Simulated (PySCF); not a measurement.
**NaCa⁺: changing the method**

What do other methods print for NaCa⁺?

Program: PySCF 2.14.0. Level of theory: method and basis as typed in the scripts. These are calculated values, not measurements.

1 further run of the same task is left out (it didn't finish).

## (1) Starting geometry

NaCa⁺: 2 atoms, charge 1, spin multiplicity 1.

Bond lengths: Na1–Ca2 2.939 Å.

## (2) Base script

input.py

```python
from pyscf import gto, scf, cc

mol = gto.M(
    atom='Na 0 0 0; Ca 0 0 2.939',
    basis='lanl2dz',
    ecp={'Na': 'lanl2dz', 'Ca': 'lanl2dz'},
    charge=1,
    spin=0,
    verbose=4,
)
mf = scf.RHF(mol)
mf.kernel()
mycc = cc.CCSD(mf)
mycc.kernel()
mycc.ccsd_t()
mf.dip_moment()
print('orbital energies (hartree):', mf.mo_energy[..., max(0, mol.nelec[1]-3):mol.nelec[0]+3].round(4))
```

On the command line:

```
> OMP_NUM_THREADS=1 python input.py
```

Its log is not repeated here.

It gives: E(SCF) = -36.224837 Eh, 8 cycles, E(CCSD) − E(SCF) = -0.02375 Eh, (T) = -0.00007 Eh.

The bond length is a typed value, not an optimised one. The dipole of an ion depends on the origin.

## (3) EOM-IP

Variant 1 changes step after the SCF: ccsd(t) → eomip; number of roots: none → 6.

input.py

```python
from pyscf import gto, scf, cc

mol = gto.M(
    atom='Na 0 0 0; Ca 0 0 2.939',
    basis='lanl2dz',
    ecp={'Na': 'lanl2dz', 'Ca': 'lanl2dz'},
    charge=1,
    spin=0,
    verbose=4,
)
mf = scf.RHF(mol)
mf.kernel()
mycc = cc.CCSD(mf)
mycc.kernel()
e = mycc.ipccsd(nroots=6)[0]
print('roots (eV) =', (e*27.211386).round(3))
mf.dip_moment()
print('orbital energies (hartree):', mf.mo_energy[..., max(0, mol.nelec[1]-3):mol.nelec[0]+3].round(4))
```

On the command line:

```
> OMP_NUM_THREADS=1 python input.py
```

## (4) Pw6b95 (RKS)

Variant 2 changes functional: none (Hartree–Fock) → pw6b95; SCF type: RHF → RKS; step after the SCF: ccsd(t) → analyze.

Changes to input.py since step 2:

```diff
@@ -1,2 +1,2 @@
-from pyscf import gto, scf, cc
+from pyscf import gto, dft
 
@@ -10,7 +10,5 @@
 )
-mf = scf.RHF(mol)
+mf = dft.RKS(mol, xc='pw6b95')
 mf.kernel()
-mycc = cc.CCSD(mf)
-mycc.kernel()
-mycc.ccsd_t()
+mf.mulliken_pop()
 mf.dip_moment()
```

## (5) Geometry optimisation

Variant 3 changes step after the SCF: ccsd(t) → optimize.

input.py

```python
from pyscf import gto, scf
from pyscf.geomopt.geometric_solver import optimize

mol = gto.M(
    atom='Na 0 0 0; Ca 0 0 2.939',
    basis='lanl2dz',
    ecp={'Na': 'lanl2dz', 'Ca': 'lanl2dz'},
    charge=1,
    spin=0,
    verbose=4,
)
mf = scf.RHF(mol)
mf.kernel()
mol_eq = optimize(mf, maxsteps=30)
print('optimised geometry (angstrom)')
print(mol_eq.tostring('raw'))
print('orbital energies (hartree):', mf.mo_energy[..., max(0, mol.nelec[1]-3):mol.nelec[0]+3].round(4))
```

Q: Predict the outcome of this session. Wanted: for each run, E(SCF); from base; gap; after the SCF.

**Answer**, as computed:

| run | E(SCF) (hartree) | from base (eV) | cycles | gap (eV) | after the SCF |
| --- | --- | --- | --- | --- | --- |
| base | -36.224837 | 0 | 8 | 6.29 | CCSD(T) correlation -0.648 eV |
| EOM-IP | -36.224837 | 0.0000 | 8 | 6.29 | CCSD correlation -0.646 eV, first root 10.48 eV |
| pw6b95 (RKS) | -36.555085 | not comparable | 8 | 3.51 | n/a |
| geometry optimisation | -36.224837 | 0.0000 | 8 | 6.29 | bond 3.738 Å, -0.458 eV |

SCF columns refer to the geometry typed in the script.

In words: A lower total energy from another functional means nothing by itself.
